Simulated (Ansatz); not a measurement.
**C₃H₅BrSi: a ladder of functionals and wavefunction methods**

Aim: compute C₃H₅BrSi with functionals from several rungs and with coupled cluster. The yardstick is the atomisation energy at the CCSD(T) limit.

Program: Ansatz 0.2.0, Gaussian basis. Level of theory: functionals in def2-TZVPP, the program's frozen cores in correlated methods. These are calculated values, not measurements.

Plan: PBE-D4, r2SCAN-D4, PBE0-D4, B3LYP-D4, ωB97X-V, ωB97M-V, B2PLYP; CCSD(T)/def2-TZVPP; MP2/def2-QZVPP; extrapolation to the limit.

## Step 1: Structure used throughout

All runs share one geometry, relaxed beforehand with PBE0-D4 in a triple-zeta def2 set.

10 atoms, charge 0, spin multiplicity 1.

Atoms are counted from 1 here; the program's logs count them from 0.

Bond lengths: C1–C2 1.321 Å, C1–H6 1.084 Å, C1–H7 1.088 Å, C2–Si3 1.823 Å, C2–C4 1.493 Å, Si3–C4 1.870 Å, Si3–H8 1.480 Å, Si3–H9 1.477 Å, C4–Br5 1.930 Å, C4–H10 1.088 Å. Angles: C2–C1–H6 121.5°, C2–C1–H7 121.3°, H6–C1–H7 117.2°, C1–C2–Si3 154.0°, C1–C2–C4 136.1°, Si3–C2–C4 67.8°, C2–Si3–C4 47.7°, C2–Si3–H8 122.1°, C2–Si3–H9 118.1°, C4–Si3–H8 118.5°, C4–Si3–H9 119.3°, H8–Si3–H9 114.9°, C2–C4–Si3 64.5°, C2–C4–Br5 119.1°, C2–C4–H10 115.6°, Si3–C4–Br5 125.7°, Si3–C4–H10 116.9°, Br5–C4–H10 108.8°.

## Step 2: PBE-D4 (GGA)

The input, in.yaml:

```yaml
crystal:
  periodic: [false, false, false]
  atoms:
    - {symbol: C, position_ang: [0.054211, 1.744991, 0.252176]}
    - {symbol: C, position_ang: [0.176765, 0.432722, 0.168308]}
    - {symbol: Si, position_ang: [0.085517, -1.266378, 0.823660]}
    - {symbol: C, position_ang: [0.093927, -0.587261, -0.918414]}
    - {symbol: Br, position_ang: [-1.414421, -0.557295, -2.121823]}
    - {symbol: H, position_ang: [0.094983, 2.257895, 1.206781]}
    - {symbol: H, position_ang: [-0.105417, 2.355442, -0.633709]}
    - {symbol: H, position_ang: [1.284211, -1.987836, 1.305734]}
    - {symbol: H, position_ang: [-1.189690, -1.713678, 1.418906]}
    - {symbol: H, position_ang: [1.003113, -0.729804, -1.498618]}
basis:
  gaussian: {orbitals: def2-TZVPP}
hamiltonian: {xc: pbe, dispersion: d4}
output: {forces: true, orbitals: {seedname: orbitals}}
```

Launch:

```sh
$ ansatz run in.yaml --threads 4 --pin off --events-out ev --progress --plain --max-ram 10444MiB
```

The runs that follow: r2SCAN-D4 (meta-GGA); PBE0-D4 (hybrid); B3LYP-D4 (hybrid); ωB97X-V (range-separated); ωB97M-V (range-separated); B2PLYP (double hybrid); CCSD(T) in def2-TZVPP; MP2 in def2-QZVPP.

Q: Predict the results of all the runs planned. Wanted: atomisation energy, CCSD(T)/CBS; farthest; mean size of error, hybrid; mean size of error, range-separated; gap, smallest and largest; T1 diagnostic; triples share of the correlation energy.

As calculated:

| quantity | value |
| --- | --- |
| atomisation energy, CCSD(T)/CBS | 874.5 kcal/mol |
| functionals within 8.7 kcal/mol (1.0 %) | r2SCAN-D4, B3LYP-D4, ωB97X-V, ωB97M-V |
| farthest | PBE-D4 (+25.5 kcal/mol) |
| mean size of error, hybrid | 4.9 kcal/mol |
| mean size of error, range-separated | 1.5 kcal/mol |
| gap, smallest and largest | 3.53 eV (PBE-D4), 10.06 eV (ωB97X-V) |
| T1 diagnostic | 0.0108 |
| triples share of the correlation energy | 4.4 % |

In words: PBE-D4 misses by +25.5 kcal/mol. Double hybrids carry the basis error of their MP2 part in triple zeta, and no dispersion term here, so their miss is partly the set-up's. The reference freezes the cores and leaves out relativity and excitations past (T), and its outer-core shells are covered unevenly, so misses under about 8.7 kcal/mol can't be ranked. All levels share the lack of spin-orbit coupling, which lowers the free heavy atoms and so the true binding. Hartree-Fock recovers 72 % of the binding; the rest is correlation. The gap grows from 3.5 to 10.1 eV across the functionals, mostly with the share of exact exchange. The restricted reference is unstable towards a spin-broken one. Correlated methods include outer-core shells of Br, which these sets cover unevenly.
